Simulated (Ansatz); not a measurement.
**AlGaO (triplet): the correlation ladder at a displaced geometry (v2), cc-pVDZ**

How much of the correlation energy of AlGaO (triplet) does each wave-function method recover here?

The runs use Ansatz 0.2.0, Gaussian basis; cc-pVDZ, core rule «outside noble gas», up to 20 orbitals frozen.

The runs, in order: UHF; CCSD(T) on ROHF; CCSD(T) on UHF; BCCD(T) on ROHF; CISD; CCSDT(Q) on ROHF; CCSDT(Q) on UHF.

35 further runs of the same task are left out: 12 for a known fault of the program, 13 that didn't finish, 10 set aside as unsound or not needed.

**1. What is computed**

The geometry is a PBE0/def2-TZVP stationary point (not a proven minimum) with its atoms shifted at random (size 0.100 Å). No spin-orbit coupling is included. The filled d shell of Ga may be among the frozen orbitals whatever the setting's name suggests; the logs give the count.

3 atoms, charge 0, spin multiplicity 3.

Atoms are counted from 1 here; the program's logs count them from 0.

Bond lengths: Al1–O2 1.692 Å, O2–Ga3 1.811 Å. Angles: Al1–O2–Ga3 171.9°.

**2. UHF**

The input, in.yaml:

```yaml
crystal:
  periodic: [false, false, false]
  atoms:
    - {symbol: Al, position_ang: [0.084376, 0.005225, 1.725698]}
    - {symbol: O, position_ang: [-0.080498, 0.013599, 0.041591]}
    - {symbol: Ga, position_ang: [-0.003878, -0.018825, -1.767289]}
basis:
  gaussian: {orbitals: cc-pVDZ}
magnetization: {spin_polarized: true, initial_magnetization: 2}
hamiltonian: {xc: hf}
output: {orbitals: {seedname: orbitals}}
```

Command:

```bash
> ansatz run in.yaml --threads 1 --pin off --events-out ev --progress --plain --max-ram 2393MiB
```

The runs that follow: CCSD(T) on ROHF; CCSD(T) on UHF; BCCD(T) on ROHF; CISD; CCSDT(Q) on ROHF; CCSDT(Q) on UHF.

Q: Predict the results of all the runs planned. Wanted: UCCSDT(Q) below the RHF energy; RMP2 from UCCSDT(Q); UMP2 from UCCSDT(Q); RCCSD from UCCSDT(Q); RCCSD(T) from UCCSDT(Q); UCCSD(T) from UCCSDT(Q); RCCSDT(Q) from UCCSDT(Q); T1 diagnostic.

**Answer**, as computed:

| quantity | value |
| --- | --- |
| UCCSDT(Q) below the RHF energy | -7.5913 eV |
| RMP2 from UCCSDT(Q) | +657.2 meV |
| UMP2 from UCCSDT(Q) | +649.5 meV |
| RCCSD from UCCSDT(Q) | +304.1 meV |
| RCCSD(T) from UCCSDT(Q) | +65.4 meV |
| UCCSD(T) from UCCSDT(Q) | +64.9 meV |
| RCCSDT(Q) from UCCSDT(Q) | +8.8 meV |
| levels within 1 kcal/mol (43 meV) | RCCSDT, UCCSDT, RCCSDT(Q) |
| T1 diagnostic | 0.030 |

What this shows: RCCSD(T) lands +65.4 meV from the yardstick (0.9 % of the correlation energy). These misses are within one basis, not against nature; the frozen cores of restricted and unrestricted runs differ, which can shift their rows.
